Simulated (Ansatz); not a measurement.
InSb3:

```
Sb In
1.0
     4.80637    0.00000    0.00000
     0.00000    4.80637    0.00000
     0.00000    0.00000    4.80637
Sb In
3 1
Cartesian
  2.4032 2.4032 0.0000
  0.0000 2.4032 2.4032
  2.4032 0.0000 2.4032
  0.0000 0.0000 0.0000
```

The cell comes from a database or a generator and needn't be the stable form of this composition.

Base run:

```yaml
Program: Ansatz 0.2.0
Functional: PBEsol
Potentials_or_basis: Ansatz PAW
Cutoff: 420 eV
Density_cutoff: 1680 eV
k_mesh: 6 × 6 × 6
Occupations: fermi-dirac, width 0.05 eV
Spin: spin-orbit coupling, no magnetisation
```

Its results: band gap on the k mesh none (metal or under the smearing width); pressure -2.5 GPa.

Problem. The run is repeated on the same cell with these changes: functional from PBEsol to r2SCAN; cutoff from 420 eV to 500 eV; density cutoff from 1680 eV to 2000 eV. What comes out?

Solution. Band gap on the k mesh none (metal or under the smearing width); pressure -0.4 GPa.

Caveats: the PAW data sets come from PBE, with cores solved anew for the run's functional, which leaves a small shift of forces and pressure.

Not every run made on this cell is shown here.
